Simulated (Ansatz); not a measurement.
# C₂H₇FGeOS: one species, many methods

Aim: compute C₂H₇FGeOS with functionals from several rungs and with coupled cluster. The yardstick is the atomisation energy at the CCSD(T) limit.

Method: functionals in def2-TZVPP, the program's frozen cores in correlated methods; program: Ansatz 0.2.0, Gaussian basis.

The runs, in order: PBE-D4, r2SCAN-D4, PBE0-D4, B3LYP-D4, ωB97X-V, ωB97M-V, B2PLYP; CCSD(T)/def2-TZVPP; MP2/def2-QZVPP; extrapolation to the limit.

**1. Structure used throughout**

An earlier PBE0-D4 in a triple-zeta def2 set relaxation fixed the geometry.

13 atoms, charge 0, spin multiplicity 1.

Atoms are counted from 1 here; the program's logs count them from 0.

Bond lengths: C1–O2 1.414 Å, C1–H7 1.095 Å, C1–H8 1.092 Å, C1–H9 1.097 Å, O2–Ge3 1.763 Å, Ge3–C4 1.929 Å, Ge3–F5 1.745 Å, Ge3–S6 2.194 Å, C4–H10 1.090 Å, C4–H11 1.090 Å, C4–H12 1.090 Å, S6–H13 1.344 Å. Angles: O2–C1–H7 111.9°, O2–C1–H8 107.5°, O2–C1–H9 111.9°, H7–C1–H8 108.6°, H7–C1–H9 108.7°, H8–C1–H9 108.1°, C1–O2–Ge3 119.4°, O2–Ge3–C4 115.6°, O2–Ge3–F5 104.5°, O2–Ge3–S6 105.7°, C4–Ge3–F5 106.3°, C4–Ge3–S6 114.0°, F5–Ge3–S6 110.4°, Ge3–C4–H10 109.5°, Ge3–C4–H11 109.4°, Ge3–C4–H12 109.9°, H10–C4–H11 108.9°, H10–C4–H12 109.5° and more.

**2. PBE-D4 (GGA)**

in.yaml

```yaml
crystal:
  periodic: [false, false, false]
  atoms:
    - {symbol: C, position_ang: [0.644693, -1.619498, -1.054604]}
    - {symbol: O, position_ang: [-0.348337, -1.230644, -0.125912]}
    - {symbol: Ge, position_ang: [-0.167118, 0.288201, 0.751016]}
    - {symbol: C, position_ang: [-0.276803, 1.888085, -0.321780]}
    - {symbol: F, position_ang: [1.457270, 0.234672, 1.385431]}
    - {symbol: S, position_ang: [-1.629984, 0.208518, 2.383609]}
    - {symbol: H, position_ang: [1.635715, -1.672923, -0.593098]}
    - {symbol: H, position_ang: [0.378330, -2.611174, -1.425302]}
    - {symbol: H, position_ang: [0.692600, -0.937015, -1.912261]}
    - {symbol: H, position_ang: [-0.162508, 2.763909, 0.317287]}
    - {symbol: H, position_ang: [0.524761, 1.883307, -1.060891]}
    - {symbol: H, position_ang: [-1.241253, 1.930756, -0.827235]}
    - {symbol: H, position_ang: [-1.507366, -1.126214, 2.483741]}
basis:
  gaussian: {orbitals: def2-TZVPP}
hamiltonian: {xc: pbe, dispersion: d4}
output: {forces: true, orbitals: {seedname: orbitals}}
```

On the command line:

```sh
ansatz run in.yaml --threads 2 --pin off --events-out ev --progress --plain --max-ram 32768MiB --backend cuda --devices 0, --max-vram 18GiB
```

The runs that follow: r2SCAN-D4 (meta-GGA); PBE0-D4 (hybrid); B3LYP-D4 (hybrid); ωB97X-V (range-separated); ωB97M-V (range-separated); B2PLYP (double hybrid); CCSD(T) in def2-TZVPP; MP2 in def2-QZVPP.

Q: Predict the results of all the runs planned. Wanted: atomisation energy, CCSD(T)/CBS; farthest; mean size of error, hybrid; mean size of error, range-separated; gap, smallest and largest; T1 diagnostic; triples share of the correlation energy.

The runs gave:

```
                               quantity                                           value
        atomisation energy, CCSD(T)/CBS                                   4754.7 kJ/mol
 functionals within 47.5 kJ/mol (1.0 %)  r2SCAN-D4, PBE0-D4, B3LYP-D4, ωB97X-V, ωB97M-V
                               farthest                           B2PLYP (-74.1 kJ/mol)
             mean size of error, hybrid                                     33.4 kJ/mol
    mean size of error, range-separated                                      8.2 kJ/mol
              gap, smallest and largest            5.58 eV (PBE-D4), 12.49 eV (ωB97X-V)
                          T1 diagnostic                                          0.0115
triples share of the correlation energy                                           3.7 %
```

**Reading.** PBE-D4 is off by +62.4 kJ/mol. Double hybrids carry the basis error of their MP2 part in triple zeta, and no dispersion term here, so their miss is partly the set-up's. The reference freezes the cores and leaves out relativity and excitations past (T), and its outer-core shells are covered unevenly, so misses under about 47.5 kJ/mol can't be ranked. Hartree-Fock recovers 72 % of the binding; the rest is correlation. The gap grows from 5.6 to 12.5 eV across the functionals, mostly with the share of exact exchange. Correlated methods include outer-core shells of Ge, which these sets cover unevenly.
